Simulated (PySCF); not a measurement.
# H2O2Y (Y(OH)2+): the cost of one run

The runs use PySCF 2.14.0; PBE0, Y def2-SVP with ECP28, O def2-SVP, H def2-SVP; scalar-relativistic core potentials, no spin–orbit coupling.

1 further run of the same task is left out (for a known fault of the program).

### 1 The starting structure

5 atoms, charge 1, spin multiplicity 1.

Bond lengths: Y1–O2 1.940 Å, Y1–O4 1.940 Å, O2–H3 0.963 Å, O4–H5 0.963 Å. Angles: O2–Y1–O4 116.1°, Y1–O2–H3 165.8°, Y1–O4–H5 165.8°.

Geometry (Å):

```xyz
5
charge 1, multiplicity 1
Y     0.0000    0.0000   -0.6244
O     1.6464   -0.0331    0.4018
H     2.3133   -0.0511    1.0958
O    -1.6464    0.0331    0.4018
H    -2.3133    0.0511    1.0958
```

Formal oxidation states: Y +3. An earlier session relaxed this geometry at PBE0, Y def2-SVP with ECP28, O def2-SVP, H def2-SVP (singlet, point group C2v).

Its energy there is -189.571202 Eh.

### 2 One electron removed, multiplicity 2

File run.py (the lines that set the calculation):

```python
mol = gto.M(atom='''
Y      0.00000     0.00000    -0.62442
O      1.64642    -0.03315     0.40181
H      2.31332    -0.05108     1.09578
O     -1.64642     0.03315     0.40181
H     -2.31332     0.05108     1.09578''',
    basis={'Y': 'def2-SVP', 'O': 'def2-SVP', 'H': 'def2-SVP'},
    ecp={'Y': 'def2-SVP'},
    charge=2, spin=1)
mf = dft.UKS(mol, xc='PBE0')
mf.grids.atom_grid = (50, 194)
mf = mf.density_fit()  # fitting sets: Y def2-universal-JKFIT, O def2-universal-JKFIT, H def2-universal-JKFIT
mf.conv_tol = 1e-08; mf.max_cycle = 55
mf.kernel(dm0)  # dm0: the density of the relaxed state
```

The run is started by

```sh
$ OMP_NUM_THREADS=2 python run.py
```

**Question.** How long does this run take on 2 threads of Arm Neoverse V1, shared host?

About 1.5 s.
